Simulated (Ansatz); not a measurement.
# FK: the cost of one run

All numbers below are computed with Ansatz 0.2.0 (UKS PBE0/def2-SVP).

## (1) The starting structure

Bond lengths: F1–K2 2.353 Å.

As a file:

```xyz
2

F     1.0164   -0.3875    0.5057
K    -0.9869    0.3273   -0.5016
```

## (2) Relaxing the start

input.yaml reads:

```yaml
crystal:
  periodic: [false, false, false]
  atoms:
    - { symbol: F, position_ang: [1.0164, -0.3875, 0.5057] }
    - { symbol: K, position_ang: [-0.9869, 0.3273, -0.5016] }
magnetization:
  spin_polarized: true
basis:
  gaussian: { orbitals: def2-SVP }
hamiltonian:
  xc: pbe0
relax:
  f_tol: 0.02
  max_steps: 40
output:
  orbitals: {}
```

Launch:

```sh
ansatz run input.yaml --threads 1 --pin off --max-ram 2048MiB --backend cpu --events-out ev --progress --plain --runs-dir out
```

What time and memory should one allow on 1 thread of an x86-64 CPU, shared host?

About 5.5 s, with a peak of 0.14 GiB.
